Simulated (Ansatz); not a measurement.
## Tl3Cu under changes of volume

One of the cells (26.059 Å³/atom); the others are scaled copies at fixed shape and fractional positions:

```
Tl Cu
1.0
    -2.28607    2.28607    4.98630
     2.28607   -2.28607    4.98630
     2.28607    2.28607   -4.98630
Tl Cu
3 1
Direct
  0.50000 0.50000 0.00000
  0.25000 0.75000 0.50000
  0.75000 0.25000 0.50000
  0.00000 0.00000 0.00000
```

The cell comes from a database or a generator and needn't be the stable form of this composition.

```yaml
Program: Ansatz 0.2.0
Functional: PBE
Potentials_or_basis: Ansatz PAW
Cutoff: "420 eV (not typed: the program's choice for these potentials)"
k_mesh: 8 × 8 × 8
Occupations: fermi-dirac, width 0.05 eV
Spin: no spin polarisation
```

```tsv
volume (Å³/atom)	energy over the lowest point (meV/atom)	pressure (GPa)
24.495	12.78	2.6
25.017	5.86	1.7
25.538	1.71	0.9
26.059	0.00	0.2
26.580	0.41	-0.4
27.101	?	?
27.623	6.57	-1.4
```

What does the run at 27.101 Å³/atom give?

Energy over the lowest point 2.68 meV/atom; pressure -1.0 GPa.

Worked out: A Birch-Murnaghan fit of order 3 (a polynomial in V^(-2/3)) to the other rows has its minimum at 26.21 Å³/atom with B0 = V·E''(V) = 32 GPa and B' = 5.7 at fixed shape and positions, which overstates the stiffness. It gives 2.67 meV/atom at 27.101 Å³/atom, against the run's 2.68, and -dE/dV = -1.0 GPa, against -1.0.

Energies are extrapolated to zero smearing.
